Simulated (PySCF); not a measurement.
# From one method to the next for KBe

Starting from one script, swap the method and compare what comes out for KBe.

Method: each script names its method and basis; program: PySCF 2.14.0.

2 further runs of the same task are left out: 2 that didn't finish.

**1. The starting structure**

KBe: 2 atoms, charge 0, spin multiplicity 2.

Bond lengths: K1–Be2 2.905 Å.

**2. The base run**

The input, input.py:

```python
from pyscf import gto, scf, mp

mol = gto.M(
    atom='K 0 0 0; Be 0 0 2.905',
    basis='crenbl',
    ecp={'K': 'crenbl', 'Be': 'crenbl'},
    charge=0,
    spin=1,
    symmetry=True,
    verbose=3,
)
mf = scf.UHF(mol)
mf.kernel()
mp.MP2(mf).kernel()
mf.dip_moment()
print('orbital energies (hartree):', [e[max(0, n-3):n+3].round(4) for e, n in zip(mf.mo_energy, mol.nelec)])
```

Command:

```bash
OMP_NUM_THREADS=1 python input.py
```

**3. Geometry optimisation**

Run 1 changes step after the SCF: mp2 → optimize.

The input, input.py:

```python
from pyscf import gto, scf
from pyscf.geomopt.geometric_solver import optimize

mol = gto.M(
    atom='K 0 0 0; Be 0 0 2.905',
    basis='crenbl',
    ecp={'K': 'crenbl', 'Be': 'crenbl'},
    charge=0,
    spin=1,
    symmetry=True,
    verbose=3,
)
mf = scf.UHF(mol)
mf.kernel()
mol_eq = optimize(mf, maxsteps=30)
print('optimised geometry (angstrom)')
print(mol_eq.tostring('raw'))
print('orbital energies (hartree):', [e[max(0, n-3):n+3].round(4) for e, n in zip(mf.mo_energy, mol.nelec)])
```

**4. ROHF**

Run 2 changes SCF type: UHF → ROHF.

The input, input.py:

```python
from pyscf import gto, scf, mp

mol = gto.M(
    atom='K 0 0 0; Be 0 0 2.905',
    basis='crenbl',
    ecp={'K': 'crenbl', 'Be': 'crenbl'},
    charge=0,
    spin=1,
    symmetry=True,
    verbose=3,
)
mf = scf.ROHF(mol)
mf.kernel()
mp.MP2(mf).kernel()
mf.dip_moment()
print('orbital energies (hartree):', mf.mo_energy[..., max(0, mol.nelec[1]-3):mol.nelec[0]+3].round(4))
```

**5. Population analysis**

Run 3 changes step after the SCF: mp2 → analyze.

Changes to input.py since step 2:

```diff
@@ -1,2 +1,2 @@
-from pyscf import gto, scf, mp
+from pyscf import gto, scf
 
@@ -13,3 +13,3 @@
 mf.kernel()
-mp.MP2(mf).kernel()
+mf.mulliken_pop()
 mf.dip_moment()
```

**6. Frozen orbitals 1**

Run 4 changes frozen orbitals: none → 1.

Changes to input.py since step 2:

```diff
@@ -13,3 +13,3 @@
 mf.kernel()
-mp.MP2(mf).kernel()
+mp.MP2(mf, frozen=1).kernel()
 mf.dip_moment()
```

**7. Scan (UKS)**

Run 5 changes functional: none (Hartree–Fock) → scan; SCF type: UHF → UKS; step after the SCF: mp2 → analyze.

Changes to input.py since step 2:

```diff
@@ -1,2 +1,2 @@
-from pyscf import gto, scf, mp
+from pyscf import gto, dft
 
@@ -11,5 +11,5 @@
 )
-mf = scf.UHF(mol)
+mf = dft.UKS(mol, xc='scan')
 mf.kernel()
-mp.MP2(mf).kernel()
+mf.mulliken_pop()
 mf.dip_moment()
```

Before running it: what results should come out? Wanted: for each run, E(SCF); from base; SCF dipole; after the SCF.

**Answer**, as computed:

| run | E(SCF) (hartree) | from base (eV) | SCF dipole (D) | after the SCF |
| --- | --- | --- | --- | --- |
| base | -28.864384 | 0 | 1.03 | MP2 correlation -1.568 eV |
| geometry optimisation | -28.864384 | 0.0000 | n/a | bond 4.306 Å, -0.388 eV |
| ROHF | -28.859128 | +0.1430 | 0.12 | MP2 correlation -1.736 eV |
| population analysis | -28.864384 | 0.0000 | 1.03 | n/a |
| frozen orbitals 1 | -28.864384 | 0.0000 | 1.03 | MP2 correlation -1.209 eV, core frozen |
| scan (UKS) | -29.195365 | not comparable | 3.34 | n/a |

SCF columns refer to the geometry typed in the script.

**Reading.** A lower total energy from another functional means nothing by itself. The dearest run is “geometry optimisation”, at 3.3 s against 0.95 s.
